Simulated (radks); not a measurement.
# The Coulomb parameter U of the 4d shell of Rh

The task here is to estimate one member of a computed series from the others.

The numbers are computed with radks (a radial shooting solver on a logarithmic mesh, Libxc functionals) version 1 (scalar-relativistic Kohn-Sham, PBE, spin-unpolarised, spherical densities, finite nucleus), except any that are marked as measured or tabulated.

## What is computed

* element: rhodium (Z = 45)
* charge: 0
* electrons: 45
* configuration: [Kr] 4d8 5s1
* nuclear rms radius: 4.4945 fm

The outer shells:

Rh
```
[Kr] core
4d [↑↓][↑↓][↑↓][↑ ][↑ ]
5s [↑ ]
```

The first run:

The run's settings:

```text
Z 45
configuration [Kr] 4d8 5s1
relativity scalar-relativistic
functional pbe,pbe
spin unpolarised
nucleus finite rms 4.4945 fm
c 137.035999084
```

Among the steps run: Start: [Kr] 4d8 5s1.

One table of the session follows, with a row left open; its other results are not shown here.

It belongs to the step «Start: [Kr] 4d8 5s1». From the orbitals of this run (lengths in bohr):

| level | <r> | outermost maximum (interpolated) | 90 % within | nodes |
| --- | --- | --- | --- | --- |
| 2p | 0.1237 | 0.0958 | 0.201 | 0 |
| 3s | 0.3907 | 0.351 | 0.576 | 2 |
| 3p | 0.3905 | 0.345 | 0.588 | 1 |
| 3d | 0.3704 | 0.291 | 0.588 | 0 |
| 4s | ? | ? | ? | ? |
| 4p | 1.082 | 0.944 | 1.60 | 2 |
| 4d | 1.592 | 1.15 | 2.61 | 1 |
| 5s | 3.306 | 2.65 | 5.05 | 4 |

**Question.** Estimate the row for 4s.

As computed: <r>: 0.9803; outermost maximum (interpolated): 0.881; 90 % within: 1.43; nodes: 3. In the column «<r>» it lies between 3s (0.3907) and 4p (1.082).
